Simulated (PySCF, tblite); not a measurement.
**C7H6N2S2: geometry, infrared bands and NMR shifts**

Aim: predict the infrared bands and NMR shifts of C7H6N2S2 (`CSc1ccc2snnc2c1`).

Computed with tblite 0.8.0 and PySCF 2.14.0, with density-fitted response routines of our own, on a single molecule in the gas phase. Atoms are numbered from 0 throughout.

### Step 1. Starting geometry

17 atoms, charge 0, multiplicity 1; geometry from: force field or distance geometry start.

Bonds of the start (Å): C0–S1 1.82, S1–C2 1.80, C2–C3 1.40, C3–C4 1.41, C4–C5 1.40, C5–S6 1.73, S6–N7 1.67, N7–N8 1.33, N8–C9 1.40, C9–C10 1.41, C10–C2 1.39, C9–C5 1.40, C0–H11 1.09, C0–H12 1.11, C0–H13 1.09, C3–H14 1.09, C4–H15 1.09, C10–H16 1.08.

### Step 2. Geometry optimisation with GFN2-xTB

The job: settings as JSON, then the geometry in Å.

```
{"job": {"kind": "relax", "xc": "GFN2-xTB", "basis": "xTB"}, "charge": 0, "multiplicity": 1}
C     -3.039500    -0.622600    -0.236600
S     -2.198900     0.668100    -1.201100
C     -0.532900     0.512800    -0.524500
C      0.098700     1.679600    -0.082300
C      1.398200     1.629300     0.452600
C      2.037900     0.387500     0.482900
S      3.612300    -0.052400     1.038000
N      3.410500    -1.665300     0.669800
N      2.226400    -1.932200     0.137000
C      1.433700    -0.786200     0.031800
C      0.125200    -0.715400    -0.493300
H     -2.893100    -0.474000     0.837600
H     -4.125900    -0.557300    -0.428700
H     -2.697900    -1.616700    -0.524900
H     -0.416900     2.640900    -0.115500
H      1.885500     2.534300     0.811500
H     -0.330200    -1.618300    -0.864300
```

Launch:

```sh
> OMP_NUM_THREADS=1 python probes_run.py task.json out
```

This one command runs all jobs of the session in turn.

**Question.** This job is followed by: GFN2-xTB harmonic vibrations, gas phase; GIAO PBE0/pcSseg-1 NMR shielding, non-relativistic, gas phase. Predict these results of the whole session: strongest single infrared mode (GFN2-xTB); zero-point energy (GFN2-xTB); 13C shifts against TMS (PBE0/pcSseg-1); 1H shifts against TMS (PBE0/pcSseg-1, means over atoms taken as alike); 33S shifts against CS2 (PBE0/pcSseg-1); 15N shifts against NH3 (PBE0/pcSseg-1); surface potential, 1st and 99th percentile.

As calculated:

| quantity | value |
| --- | --- |
| strongest single infrared mode (GFN2-xTB) | 1452 cm⁻¹, 119 km/mol |
| zero-point energy (GFN2-xTB) | 72.4 kcal/mol |
| 13C shifts against TMS (PBE0/pcSseg-1) | 159.2, 148.3, 148.3, 131.1, 124.5, 120.9, 18.7 ppm |
| 1H shifts against TMS (PBE0/pcSseg-1, means over atoms taken as alike) | 8.33, 8.28, 7.71, 2.62 ppm |
| 33S shifts against CS2 (PBE0/pcSseg-1) | 497, 19 ppm |
| 15N shifts against NH3 (PBE0/pcSseg-1) | 474.4, 469.9 ppm |
| surface potential, 1st and 99th percentile | -1.54 V and 1.32 V |

Over 91 steps the energy fell by 0.392 eV; of the close pairs, N7–N8 changed most, 1.326 to 1.244 Å. All 45 modes are real, so the xTB geometry is a minimum. GFN2-xTB is a fitted tight-binding method: band positions and strengths are rough. Its intensities can rank the bands wrongly. NICS(1)zz of -26 ppm above the planar ring from C2 marks a diatropic (aromatic) ring current. NICS(1)zz of -29 ppm above the planar ring from C5 marks a diatropic (aromatic) ring current. By nearest atom (PBE0/pcSseg-1), the HOMO sits on S1 49 %; C10 10 % and the LUMO on N7 26 %; N8 14 %.
